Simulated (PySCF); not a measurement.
# Fe2(OH)6: magnetic exchange

Aim: compute the magnetic exchange of Fe2(OH)6.

Computed with PySCF 2.14.0 and routines of our own; the level stands in each step. Atoms count from 0.

## (1) The starting structure

14 atoms, charge 0, high-spin multiplicity 11; geometry from: GFN2-xTB.

The system (coupled pair): Fe2(OH)6. The spin sites are atom 0 (5 unpaired) and atom 4 (5 unpaired).

## (2) Magnetic exchange: PBE0/def2-SVP H:def2-SV(P)

Job settings and geometry (Å):

```
{"job": {"kind": "bs", "xc": "PBE0", "basis": {"default": "def2-SVP", "H": "def2-SV(P)"}, "grid": 1, "rks": false}, "charge": 0, "high_spin_multiplicity": 11, "spin_sites": [[[0], 5], [[4], 5]]}
Fe    -0.606380     0.473650     1.307250
O     -0.508750     2.265860     1.915720
O     -1.559460    -0.631450     2.540000
O     -1.361280     0.240910    -0.726020
Fe     0.649960    -0.353250    -1.326560
O      1.556100     0.908630    -2.410870
O      0.663100    -2.092040    -2.119120
O      1.309600    -0.410270     0.752360
H     -0.485550     3.155200     2.258350
H     -2.050880    -0.846420     3.329120
H     -2.134670    -0.284430    -0.930250
H      2.015870     1.528400    -2.971020
H      0.867310    -2.747720    -2.781680
H      1.645040    -1.207070     1.162720
```

Method: PBE0/def2-SVP H:def2-SV(P) high-spin and broken-symmetry single points, gas phase.

On the command line:

```console
OMP_NUM_THREADS=1 python exch_run.py task.json out
```

This one command runs all jobs of the session in turn.

The log of the run:

```text
high-spin state, multiplicity 11
final grid: 60816 points
cycle   1  E = -2953.9864841285  dE =  2.370e+01  |g| = 4.604e+00  |ddm| = 1.610e+01
cycle   2  E = -2877.3936334592  dE =  7.659e+01  |g| = 9.984e+00  |ddm| = 2.012e+01
cycle   3  E = -2954.7574438743  dE = -7.736e+01  |g| = 6.087e+00  |ddm| = 1.326e+01
cycle   4  E = -2958.3769125350  dE = -3.619e+00  |g| = 6.026e+00  |ddm| = 4.044e+00
cycle   5  E = -2965.5500617494  dE = -7.173e+00  |g| = 5.276e+00  |ddm| = 3.442e+00
cycle   6  E = -2961.3965649295  dE =  4.153e+00  |g| = 5.593e+00  |ddm| = 3.184e+00
cycle   7  E = -2965.1542261261  dE = -3.758e+00  |g| = 5.302e+00  |ddm| = 2.897e+00
cycle   8  E = -2965.6453286389  dE = -4.911e-01  |g| = 5.240e+00  |ddm| = 1.313e+00
cycle   9  E = -2965.8110011285  dE = -1.657e-01  |g| = 5.225e+00  |ddm| = 8.680e-01
cycle  10  E = -2847.6557445313  dE =  1.182e+02  |g| = 1.321e+01  |ddm| = 2.478e+01
cycle  11  E = -2956.7988636424  dE = -1.091e+02  |g| = 4.762e+00  |ddm| = 1.767e+01
cycle  12  E = -2966.5713837795  dE = -9.773e+00  |g| = 5.178e+00  |ddm| = 1.306e+01
cycle  13  E = -2966.5065126481  dE =  6.487e-02  |g| = 5.181e+00  |ddm| = 1.038e+00
cycle  14  E = -2966.1748136937  dE =  3.317e-01  |g| = 5.229e+00  |ddm| = 1.120e+00
cycle  15  E = -2965.9607412645  dE =  2.141e-01  |g| = 5.242e+00  |ddm| = 1.261e+00
cycle  16  E = -2965.8952433985  dE =  6.550e-02  |g| = 5.247e+00  |ddm| = 2.933e-01
cycle  17  E = -2966.0190144591  dE = -1.238e-01  |g| = 5.227e+00  |ddm| = 3.130e-01
cycle  18  E = -2966.0175403904  dE =  1.474e-03  |g| = 5.232e+00  |ddm| = 3.628e-01
cycle  19  E = -2965.4936873247  dE =  5.239e-01  |g| = 5.298e+00  |ddm| = 3.383e-01
cycle  20  E = -2892.7922083964  dE =  7.270e+01  |g| = 1.161e+01  |ddm| = 1.919e+01
cycle  21  E = -2963.1710018607  dE = -7.038e+01  |g| = 4.303e+00  |ddm| = 1.501e+01
cycle  22  E = -2929.6302156617  dE =  3.354e+01  |g| = 6.258e+00  |ddm| = 1.483e+01
cycle  23  E = -2966.5809034944  dE = -3.695e+01  |g| = 4.616e+00  |ddm| = 1.389e+01
cycle  24  E = -2968.9482984647  dE = -2.367e+00  |g| = 4.302e+00  |ddm| = 2.560e+00
cycle  25  E = -2968.8765503471  dE =  7.175e-02  |g| = 4.217e+00  |ddm| = 9.512e-01
cycle  26  E = -2969.8418111698  dE = -9.653e-01  |g| = 4.129e+00  |ddm| = 1.235e+00
cycle  27  E = -2969.1794640654  dE =  6.623e-01  |g| = 4.179e+00  |ddm| = 1.151e+00
cycle  28  E = -2959.6770845291  dE =  9.502e+00  |g| = 5.909e+00  |ddm| = 4.961e+00
cycle  29  E = -2969.0945068970  dE = -9.417e+00  |g| = 4.138e+00  |ddm| = 4.941e+00
cycle  30  E = -2883.2345216980  dE =  8.586e+01  |g| = 7.906e+00  |ddm| = 1.809e+01
cycle  31  E = -2971.2602723746  dE = -8.803e+01  |g| = 3.308e+00  |ddm| = 1.797e+01
cycle  32  E = -2965.7403433663  dE =  5.520e+00  |g| = 4.567e+00  |ddm| = 5.062e+00
cycle  33  E = -2970.5690564099  dE = -4.829e+00  |g| = 4.096e+00  |ddm| = 4.925e+00
cycle  34  E = -2974.5748744899  dE = -4.006e+00  |g| = 3.300e+00  |ddm| = 2.542e+00
cycle  35  E = -2976.3147436338  dE = -1.740e+00  |g| = 3.007e+00  |ddm| = 1.544e+00
SCF not converged, last energy = -2976.3147436338
restart with level shift 0.3
final grid: 60816 points
cycle   1  E = -2957.5514061979  dE =  2.014e+01  |g| = 4.939e+00  |ddm| = 1.372e+01
cycle   2  E = -2905.5488856237  dE =  5.200e+01  |g| = 9.806e+00  |ddm| = 1.787e+01
cycle   3  E = -2952.7818757678  dE = -4.723e+01  |g| = 6.705e+00  |ddm| = 8.688e+00
cycle   4  E = -2961.7628319796  dE = -8.981e+00  |g| = 5.828e+00  |ddm| = 2.829e+00
cycle   5  E = -2964.8441545801  dE = -3.081e+00  |g| = 5.421e+00  |ddm| = 1.348e+00
cycle   6  E = -2967.5982822007  dE = -2.754e+00  |g| = 4.995e+00  |ddm| = 9.530e-01
cycle   7  E = -2969.4747380528  dE = -1.876e+00  |g| = 4.716e+00  |ddm| = 5.101e-01
cycle   8  E = -2968.6194091752  dE =  8.553e-01  |g| = 4.909e+00  |ddm| = 3.721e-01
cycle   9  E = -2968.9507498910  dE = -3.313e-01  |g| = 4.897e+00  |ddm| = 7.623e-01
cycle  10  E = -2953.5206693991  dE =  1.543e+01  |g| = 5.443e+00  |ddm| = 1.588e+01
...
cycle  29  E = -2980.8027904731  dE = -3.724e-06  |g| = 6.898e-04  |ddm| = 3.314e-03
cycle  30  E = -2980.8027922977  dE = -1.825e-06  |g| = 4.847e-04  |ddm| = 2.223e-03
cycle  31  E = -2980.8027931812  dE = -8.835e-07  |g| = 4.531e-04  |ddm| = 1.531e-03
cycle  32  E = -2980.8027938312  dE = -6.500e-07  |g| = 3.925e-04  |ddm| = 1.570e-03
cycle  33  E = -2980.8027941221  dE = -2.909e-07  |g| = 3.016e-04  |ddm| = 1.010e-03
cycle  34  E = -2980.8027942644  dE = -1.423e-07  |g| = 1.841e-04  |ddm| = 6.805e-04
cycle  35  E = -2980.8027943271  dE = -6.273e-08  |g| = 1.076e-04  |ddm| = 4.579e-04
cycle  36  E = -2980.8027943526  dE = -2.552e-08  |g| = 6.878e-05  |ddm| = 2.898e-04
cycle  37  E = -2980.8027943645  dE = -1.191e-08  |g| = 4.912e-05  |ddm| = 2.234e-04
cycle  38  E = -2980.8027943692  dE = -4.649e-09  |g| = 4.374e-05  |ddm| = 1.415e-04
level shift removed, Fock matrix diagonalised once more
converged SCF energy = -2980.8027943692

broken-symmetry state, M_S = 0, start: spins of the second site flipped
final grid: 60816 points
cycle   1  E = -2980.8020821742  dE = -9.672e-03  |g| = 2.515e-02  |ddm| = 1.647e-01
cycle   2  E = -2980.8005879418  dE =  1.494e-03  |g| = 6.965e-02  |ddm| = 6.393e-02
cycle   3  E = -2980.8025748089  dE = -1.987e-03  |g| = 1.033e-02  |ddm| = 5.052e-02
cycle   4  E = -2980.8026321069  dE = -5.730e-05  |g| = 6.365e-03  |ddm| = 1.335e-02
cycle   5  E = -2980.8026471110  dE = -1.500e-05  |g| = 2.316e-03  |ddm| = 5.296e-03
cycle   6  E = -2980.8026487417  dE = -1.631e-06  |g| = 1.395e-03  |ddm| = 1.853e-03
cycle   7  E = -2980.8026496269  dE = -8.851e-07  |g| = 1.787e-04  |ddm| = 1.264e-03
cycle   8  E = -2980.8026496443  dE = -1.743e-08  |g| = 1.576e-04  |ddm| = 2.819e-04
cycle   9  E = -2980.8026496600  dE = -1.571e-08  |g| = 6.354e-05  |ddm| = 1.764e-04
cycle  10  E = -2980.8026496670  dE = -7.015e-09  |g| = 4.325e-05  |ddm| = 1.587e-04
converged SCF energy = -2980.8026496670

<S^2> high spin = 30.0201, broken symmetry = 5.0094
E(HS) - E(BS) = -31.76 cm-1
J_noodleman = 1.27 cm-1
J_unprojected = 1.06 cm-1
J_yamaguchi = 1.27 cm-1
```

It took 70 s on 1 thread of Intel Xeon Platinum 8375C at 2.90GHz, shared host; peak memory 0.63 GiB.

Key values:

| quantity | value |
| --- | --- |
| J (Yamaguchi) | 1 cm⁻¹ |
| low less high spin, projected | 0.1 kcal/mol |

Mulliken spin populations of the high-spin state:

Fe0 4.17; O1 0.33; O2 0.33; O3 0.16; Fe4 4.17; O5 0.33; O6 0.33; O7 0.16; H8 0.01; H9 0.01; H10 0.00; H11 0.01; H12 0.01; H13 0.00

## (3) Magnetic exchange: CASSCF and SC-NEVPT2/def2-SVP H:def2-SV(P) (10,10)

Settings changed since step 2:

```diff
@@ -1,2 +1,2 @@
-{"job": {"kind": "bs", "xc": "PBE0", "basis": {"default": "def2-SVP", "H": "def2-SV(P)"}, "grid": 1, "rks": false}, "charge": 0, "high_spin_multiplicity": 11, "spin_sites": [[[0], 5], [[4], 5]]}
+{"job": {"kind": "cas", "xc": "PBE0", "basis": {"default": "def2-SVP", "H": "def2-SV(P)"}, "grid": 1, "active": "magnetic", "zfs": false, "npt": 2}, "charge": 0, "high_spin_multiplicity": 11, "spin_sites": [[[0], 5], [[4], 5]]}
 Fe    -0.606380     0.473650     1.307250
```

Method: CASSCF and SC-NEVPT2/def2-SVP H:def2-SV(P) spin states, gas phase.

The log of the run:

```text
start orbitals: natural orbitals of the high-spin PBE0 determinant (converged)
active space: 10 electrons in 10 orbitals, 48 closed; orbitals optimised for multiplicities 11 9 7
macro   0  E = -2976.7058207763  dE =  0.000e+00  |g| = 9.776e-01
macro   1  E = -2976.8523939759  dE = -1.466e-01  |g| = 7.173e-01
macro   2  E = -2976.9059320736  dE = -5.354e-02  |g| = 4.677e-01
macro   3  E = -2976.9158617062  dE = -9.930e-03  |g| = 1.175e-01
macro   4  E = -2976.9175096597  dE = -1.648e-03  |g| = 5.457e-02
macro   5  E = -2976.9177569052  dE = -2.472e-04  |g| = 1.675e-02
macro   6  E = -2976.9177923476  dE = -3.544e-05  |g| = 4.777e-03
macro   7  E = -2976.9177977684  dE = -5.421e-06  |g| = 2.689e-03
macro   8  E = -2976.9177985759  dE = -8.075e-07  |g| = 1.180e-03
macro   9  E = -2976.9177987594  dE = -1.835e-07  |g| = 5.035e-04
macro  10  E = -2976.9177987909  dE = -3.153e-08  |g| = 1.817e-04
CASSCF converged, mean energy = -2976.9177987909
2S+1 = 11  root 0  E(CAS) = -2976.91782635  E(NEVPT2) = -2978.51998586  occupations 1.000 1.000 1.000 1.000 1.000 1.000 1.000 1.000 1.000 1.000
2S+1 = 9  root 0  E(CAS) = -2976.91779685  E(NEVPT2) = -2978.52000219  occupations 1.009 1.003 1.002 1.001 1.001 0.999 0.999 0.998 0.997 0.991
2S+1 = 7  root 0  E(CAS) = -2976.91777318  occupations 1.017 1.005 1.004 1.002 1.001 0.999 0.998 0.996 0.995 0.983
2S+1 = 5  root 0  E(CAS) = -2976.91775538  occupations 1.023 1.006 1.005 1.003 1.002 0.998 0.997 0.995 0.994 0.977
2S+1 = 3  root 0  E(CAS) = -2976.91774349  occupations 1.026 1.008 1.006 1.003 1.002 0.998 0.997 0.994 0.992 0.974
2S+1 = 1  root 0  E(CAS) = -2976.91773755  occupations 1.028 1.008 1.006 1.003 1.002 0.998 0.997 0.994 0.992 0.972
```

Run time: 23 s. Hardware: 1 thread of Intel Xeon Platinum 8375C at 2.90GHz, shared host; peak memory 0.48 GiB.

In short:

| quantity | value |
| --- | --- |
| J (CASSCF) | 1 cm⁻¹ |
| J (NEVPT2) | 0 cm⁻¹ |
| diradical index y0 | 1.00 |

## (4) Magnetic exchange: BHandHLYP/def2-SVP H:def2-SV(P)

Settings changed since step 3:

```diff
@@ -1,2 +1,2 @@
-{"job": {"kind": "cas", "xc": "PBE0", "basis": {"default": "def2-SVP", "H": "def2-SV(P)"}, "grid": 1, "active": "magnetic", "zfs": false, "npt": 2}, "charge": 0, "high_spin_multiplicity": 11, "spin_sites": [[[0], 5], [[4], 5]]}
+{"job": {"kind": "bs", "xc": "BHandHLYP", "basis": {"default": "def2-SVP", "H": "def2-SV(P)"}, "grid": 1, "rks": false}, "charge": 0, "high_spin_multiplicity": 11, "spin_sites": [[[0], 5], [[4], 5]]}
 Fe    -0.606380     0.473650     1.307250
```

Level: BHandHLYP/def2-SVP H:def2-SV(P) high-spin and broken-symmetry single points, gas phase.

The log of the run:

```text
high-spin state, multiplicity 11
final grid: 60816 points
cycle   1  E = -2981.4010645632  dE = -1.822e-03  |g| = 2.062e-01  |ddm| = 2.746e-01
cycle   2  E = -2981.3232196518  dE =  7.784e-02  |g| = 4.780e-01  |ddm| = 4.375e-01
cycle   3  E = -2981.4173943287  dE = -9.417e-02  |g| = 3.248e-02  |ddm| = 3.257e-01
cycle   4  E = -2981.4177162873  dE = -3.220e-04  |g| = 1.994e-02  |ddm| = 2.880e-02
cycle   5  E = -2981.4178807703  dE = -1.645e-04  |g| = 4.591e-03  |ddm| = 1.549e-02
cycle   6  E = -2981.4178981121  dE = -1.734e-05  |g| = 1.286e-03  |ddm| = 6.917e-03
cycle   7  E = -2981.4179019732  dE = -3.861e-06  |g| = 8.382e-04  |ddm| = 3.677e-03
cycle   8  E = -2981.4179034779  dE = -1.505e-06  |g| = 5.904e-04  |ddm| = 1.998e-03
cycle   9  E = -2981.4179042959  dE = -8.181e-07  |g| = 3.302e-04  |ddm| = 1.398e-03
cycle  10  E = -2981.4179050281  dE = -7.321e-07  |g| = 1.890e-04  |ddm| = 2.023e-03
cycle  11  E = -2981.4179052473  dE = -2.192e-07  |g| = 1.330e-04  |ddm| = 1.298e-03
cycle  12  E = -2981.4179052886  dE = -4.136e-08  |g| = 3.743e-05  |ddm| = 5.752e-04
cycle  13  E = -2981.4179052930  dE = -4.337e-09  |g| = 1.657e-05  |ddm| = 1.751e-04
converged SCF energy = -2981.4179052930

broken-symmetry state, M_S = 0, start: spins of the second site flipped
final grid: 60816 points
cycle   1  E = -2981.4162368421  dE = -1.386e-02  |g| = 3.210e-02  |ddm| = 1.534e-01
cycle   2  E = -2981.4168222303  dE = -5.854e-04  |g| = 3.191e-02  |ddm| = 4.942e-02
cycle   3  E = -2981.4171651798  dE = -3.429e-04  |g| = 1.688e-02  |ddm| = 3.227e-02
cycle   4  E = -2981.4173457996  dE = -1.806e-04  |g| = 5.851e-03  |ddm| = 1.966e-02
cycle   5  E = -2981.4173625411  dE = -1.674e-05  |g| = 2.453e-03  |ddm| = 5.480e-03
cycle   6  E = -2981.4173666581  dE = -4.117e-06  |g| = 9.410e-04  |ddm| = 3.686e-03
cycle   7  E = -2981.4173670641  dE = -4.060e-07  |g| = 3.555e-04  |ddm| = 8.238e-04
cycle   8  E = -2981.4173671875  dE = -1.234e-07  |g| = 1.165e-04  |ddm| = 5.988e-04
cycle   9  E = -2981.4173672147  dE = -2.724e-08  |g| = 5.924e-05  |ddm| = 2.861e-04
cycle  10  E = -2981.4173672243  dE = -9.549e-09  |g| = 5.522e-05  |ddm| = 1.544e-04
converged SCF energy = -2981.4173672243

<S^2> high spin = 30.0329, broken symmetry = 5.0273
E(HS) - E(BS) = -118.09 cm-1
J_noodleman = 4.72 cm-1
J_unprojected = 3.94 cm-1
J_yamaguchi = 4.72 cm-1
```

Run time: 21 s. Hardware: 1 thread of Intel Xeon Platinum 8375C at 2.90GHz, shared host; peak memory 0.59 GiB.

Key values:

| quantity | value |
| --- | --- |
| J (Yamaguchi) | 5 cm⁻¹ |
| low less high spin, projected | 0.4 kcal/mol |

## (5) Magnetic exchange: BHandHLYP/def2-SVP H:def2-SV(P), X2C

Settings changed since step 4:

```diff
@@ -1,2 +1,2 @@
-{"job": {"kind": "bs", "xc": "BHandHLYP", "basis": {"default": "def2-SVP", "H": "def2-SV(P)"}, "grid": 1, "rks": false}, "charge": 0, "high_spin_multiplicity": 11, "spin_sites": [[[0], 5], [[4], 5]]}
+{"job": {"kind": "bs", "xc": "BHandHLYP", "basis": {"default": "def2-SVP", "H": "def2-SV(P)"}, "grid": 1, "rks": false, "x2c": true}, "charge": 0, "high_spin_multiplicity": 11, "spin_sites": [[[0], 5], [[4], 5]]}
 Fe    -0.606380     0.473650     1.307250
```

Level: BHandHLYP/def2-SVP H:def2-SV(P) high-spin and broken-symmetry single points, scalar X2C, gas phase.

The log of the run:

```text
high-spin state, multiplicity 11
final grid: 60816 points
cycle   1  E = -2971.2461183550  dE =  2.142e+01  |g| = 4.624e+00  |ddm| = 1.553e+01
cycle   2  E = -2907.3763140724  dE =  6.387e+01  |g| = 1.004e+01  |ddm| = 1.969e+01
cycle   3  E = -2972.2807645459  dE = -6.490e+01  |g| = 5.991e+00  |ddm| = 1.239e+01
cycle   4  E = -2976.0991969668  dE = -3.818e+00  |g| = 5.720e+00  |ddm| = 3.649e+00
cycle   5  E = -2981.7895909651  dE = -5.690e+00  |g| = 5.168e+00  |ddm| = 3.172e+00
cycle   6  E = -2981.1875190027  dE =  6.021e-01  |g| = 5.260e+00  |ddm| = 1.541e+00
cycle   7  E = -2982.4945890326  dE = -1.307e+00  |g| = 5.051e+00  |ddm| = 1.071e+00
cycle   8  E = -2982.7540586695  dE = -2.595e-01  |g| = 5.021e+00  |ddm| = 8.098e-01
cycle   9  E = -2982.8334586275  dE = -7.940e-02  |g| = 5.008e+00  |ddm| = 6.300e-02
cycle  10  E = -2942.3096417163  dE =  4.052e+01  |g| = 9.703e+00  |ddm| = 1.823e+01
cycle  11  E = -2985.5083635362  dE = -4.320e+01  |g| = 4.235e+00  |ddm| = 1.445e+01
cycle  12  E = -2994.2726656107  dE = -8.764e+00  |g| = 2.074e+00  |ddm| = 7.164e+00
cycle  13  E = -2990.1584499565  dE =  4.114e+00  |g| = 3.295e+00  |ddm| = 2.381e+00
cycle  14  E = -2995.8395852451  dE = -5.681e+00  |g| = 1.051e+00  |ddm| = 2.298e+00
cycle  15  E = -2996.2009121535  dE = -3.613e-01  |g| = 6.739e-01  |ddm| = 9.475e-01
cycle  16  E = -2996.3252213902  dE = -1.243e-01  |g| = 4.313e-01  |ddm| = 5.674e-01
cycle  17  E = -2996.3644434213  dE = -3.922e-02  |g| = 3.200e-01  |ddm| = 2.373e-01
cycle  18  E = -2996.3995868711  dE = -3.514e-02  |g| = 1.558e-01  |ddm| = 1.560e-01
cycle  19  E = -2996.4124247969  dE = -1.284e-02  |g| = 2.525e-02  |ddm| = 1.821e-01
cycle  20  E = -2996.4128885393  dE = -4.637e-04  |g| = 1.466e-02  |ddm| = 3.054e-02
cycle  21  E = -2996.4131867444  dE = -2.982e-04  |g| = 7.736e-03  |ddm| = 2.189e-02
cycle  22  E = -2996.4134567703  dE = -2.700e-04  |g| = 5.479e-03  |ddm| = 2.885e-02
cycle  23  E = -2996.4136244245  dE = -1.677e-04  |g| = 3.229e-03  |ddm| = 2.824e-02
cycle  24  E = -2996.4136863702  dE = -6.195e-05  |g| = 1.689e-03  |ddm| = 1.965e-02
cycle  25  E = -2996.4137014371  dE = -1.507e-05  |g| = 1.404e-03  |ddm| = 1.071e-02
cycle  26  E = -2996.4137040460  dE = -2.609e-06  |g| = 6.705e-04  |ddm| = 3.074e-03
cycle  27  E = -2996.4137051687  dE = -1.123e-06  |g| = 4.374e-04  |ddm| = 3.186e-03
cycle  28  E = -2996.4137053200  dE = -1.513e-07  |g| = 2.019e-04  |ddm| = 5.926e-04
cycle  29  E = -2996.4137053951  dE = -7.508e-08  |g| = 1.144e-04  |ddm| = 5.480e-04
cycle  30  E = -2996.4137054171  dE = -2.206e-08  |g| = 6.421e-05  |ddm| = 2.524e-04
cycle  31  E = -2996.4137054270  dE = -9.838e-09  |g| = 3.657e-05  |ddm| = 1.873e-04
converged SCF energy = -2996.4137054270

broken-symmetry state, M_S = 0, start: spins of the second site flipped
final grid: 60816 points
cycle   1  E = -2996.4120781737  dE = -1.365e-02  |g| = 3.170e-02  |ddm| = 1.521e-01
cycle   2  E = -2996.4126690773  dE = -5.909e-04  |g| = 3.103e-02  |ddm| = 4.897e-02
cycle   3  E = -2996.4129941285  dE = -3.251e-04  |g| = 1.671e-02  |ddm| = 3.186e-02
cycle   4  E = -2996.4131723228  dE = -1.782e-04  |g| = 5.773e-03  |ddm| = 1.960e-02
cycle   5  E = -2996.4131887973  dE = -1.647e-05  |g| = 2.427e-03  |ddm| = 5.493e-03
cycle   6  E = -2996.4131928684  dE = -4.071e-06  |g| = 9.156e-04  |ddm| = 3.697e-03
cycle   7  E = -2996.4131932549  dE = -3.865e-07  |g| = 3.504e-04  |ddm| = 8.132e-04
cycle   8  E = -2996.4131933735  dE = -1.186e-07  |g| = 1.127e-04  |ddm| = 5.893e-04
cycle   9  E = -2996.4131933992  dE = -2.565e-08  |g| = 5.309e-05  |ddm| = 2.800e-04
cycle  10  E = -2996.4131934084  dE = -9.194e-09  |g| = 5.189e-05  |ddm| = 1.585e-04
converged SCF energy = -2996.4131934084

<S^2> high spin = 30.0326, broken symmetry = 5.0270
E(HS) - E(BS) = -112.38 cm-1
J_noodleman = 4.50 cm-1
J_unprojected = 3.75 cm-1
J_yamaguchi = 4.49 cm-1
```

It took 36 s on 1 thread of Intel Xeon Platinum 8375C at 2.90GHz, shared host; peak memory 0.59 GiB.

Key values:

| quantity | value |
| --- | --- |
| J (Yamaguchi) | 4 cm⁻¹ |
| low less high spin, projected | 0.4 kcal/mol |

## (6) The levels compared

J for H = −2J S1·S2; the gap is low spin less high spin (projected; unprojected where the broken-symmetry state collapsed; or NEVPT2):

| step | level | geometry | J (cm⁻¹) | gap (kcal/mol) | time |
| --- | --- | --- | --- | --- | --- |
| 2 | PBE0/def2-SVP H:def2-SV(P) | one | 1 | 0.1 | 70 s |
| 3 | CASSCF and SC-NEVPT2/def2-SVP H:def2-SV(P) (10,10) | one | 0 | – | 23 s |
| 4 | BHandHLYP/def2-SVP H:def2-SV(P) | one | 5 | 0.4 | 21 s |
| 5 | BHandHLYP/def2-SVP H:def2-SV(P), X2C | one | 4 | 0.4 | 36 s |

CASSCF times leave out a start SCF that an earlier step had already made.

## (7) What came out

| quantity | value |
| --- | --- |
| J (Yamaguchi) (step 2, PBE0/def2-SVP H:def2-SV(P)) | 1 cm⁻¹ |
| low less high spin, projected (step 2, PBE0/def2-SVP H:def2-SV(P)) | 0.1 kcal/mol |
| J | 0 (CASSCF and SC-NEVPT2/def2-SVP H:def2-SV(P) (10,10)) to 5 cm⁻¹ (BHandHLYP/def2-SVP H:def2-SV(P)) |

The geometry comes from tight binding, which is rough for metal atoms, and these values hang on it. The levels with a meaningful J range from no coupling to a ferromagnetic one, from 0 to 5 cm⁻¹.
